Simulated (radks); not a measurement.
**The Coulomb parameter U of the 5d shell of Ta⁺**

An exercise on one series of results from a longer session: the logs are not shown, and one member is left open.

Program: radks (a radial shooting solver on a logarithmic mesh, Libxc functionals) version 1. Level of theory: scalar-relativistic Kohn-Sham, PBE, spin-unpolarised, spherical densities, finite nucleus. These are calculated values, not measurements, unless marked.

### What is computed

```
element            : tantalum (Z = 73)
charge             : +1
electrons          : 72
configuration      : [Xe] 4f14 5d3 6s1
nuclear rms radius : 5.3507 fm
```

The outer shells:

Ta⁺
```
[Xe] core
4f [↑↓][↑↓][↑↓][↑↓][↑↓][↑↓][↑↓]
5d [↑ ][↑ ][↑ ][  ][  ]
6s [↑ ]
```

Set-up of the first run:

Settings of this run:

```text
Z 73
configuration [Xe] 4f14 5d3 6s1
relativity scalar-relativistic
functional pbe,pbe
spin unpolarised
nucleus finite rms 5.3507 fm
c 137.035999084
```

Run with:

```bash
python run_ks.py task.json out
```

The same process makes all the runs of this session.

Steps of the session up to this table: Start: [Xe] 4f14 5d3 6s1.

One table of the session follows, with a row left open; its other results are not shown here.

Radial moments (bohr):

```
level     <r>  outermost maximum (interpolated)  90 % within  nodes
   4s  0.4588                             0.429        0.659      3
   4p  0.4877                             0.450        0.709      2
   4d  0.5231                             0.461        0.785      1
   5s   1.101                             0.989         1.58      4
   5p   1.294                              1.12         1.90      3
   4f       ?                                 ?            ?      ?
   6s   3.072                              2.67         4.48      5
   5d   2.103                              1.57         3.35      2
```

**Question.** Estimate the row for 4f.

**Answer.** <r>: 0.6394; outermost maximum (interpolated): 0.441; 90 % within: 1.07; nodes: 0. In the column «<r>» it lies between 4d (0.5231) and 5s (1.101).
